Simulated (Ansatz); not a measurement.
**WNH (nonet): wave-function methods side by side, def2-QZVPP**

The task here is to estimate one member of a computed series from the others.

Program: Ansatz 0.2.0, Gaussian basis. Level of theory: def2-QZVPP, core rule «outside noble gas», up to 5 orbitals frozen. These are calculated values, not measurements.

To be run: UHF; ROHF; CCSD(T) on UHF.

### The system

The geometry is a PBE0/def2-TZVP stationary point (not a proven minimum) of the parent state, kept for this charge and spin. No spin-orbit coupling is included. Elements past krypton take def2 core potentials.

3 atoms, charge 0, spin multiplicity 9.

Atoms are counted from 1 here; the program's logs count them from 0.

Bond lengths: W1–N2 2.058 Å, N2–H3 1.028 Å. Angles: W1–N2–H3 115.8°.

Set-up of the first run:

in.yaml

```yaml
crystal:
  periodic: [false, false, false]
  atoms:
    - {symbol: W, position_ang: [0.000000, 0.005869, 0.157615]}
    - {symbol: N, position_ang: [0.000000, -0.131830, -1.895665]}
    - {symbol: H, position_ang: [0.000000, 0.761470, -2.404753]}
basis:
  gaussian: {orbitals: "def2-QZVPP.json"}
magnetization: {spin_polarized: true, initial_magnetization: 8}
hamiltonian: {xc: hf}
output: {orbitals: {seedname: orbitals}}
```

Run with:

```console
ansatz run in.yaml --threads 1 --pin off --events-out ev --progress --plain --max-ram 4096MiB --backend cpu
```

Steps of the session up to this table: UHF; ROHF; CCSD(T) on UHF.

One of the session's tables, all rows but one given; the rest of the session is left out.

| method | from UCCSD(T) (kcal/mol) |
| --- | --- |
| ROHF | +175.22 |
| UHF | +168.00 |
| UMP2 | +19.95 |
| UCCSD | ? |
| UCCSD(T) | 0 |

Estimate the missing values for UCCSD.

The run gave: from UCCSD(T) (kcal/mol): +5.26. In the column «from UCCSD(T) (kcal/mol)» it lies between UCCSD(T) (0) and UMP2 (+19.95).
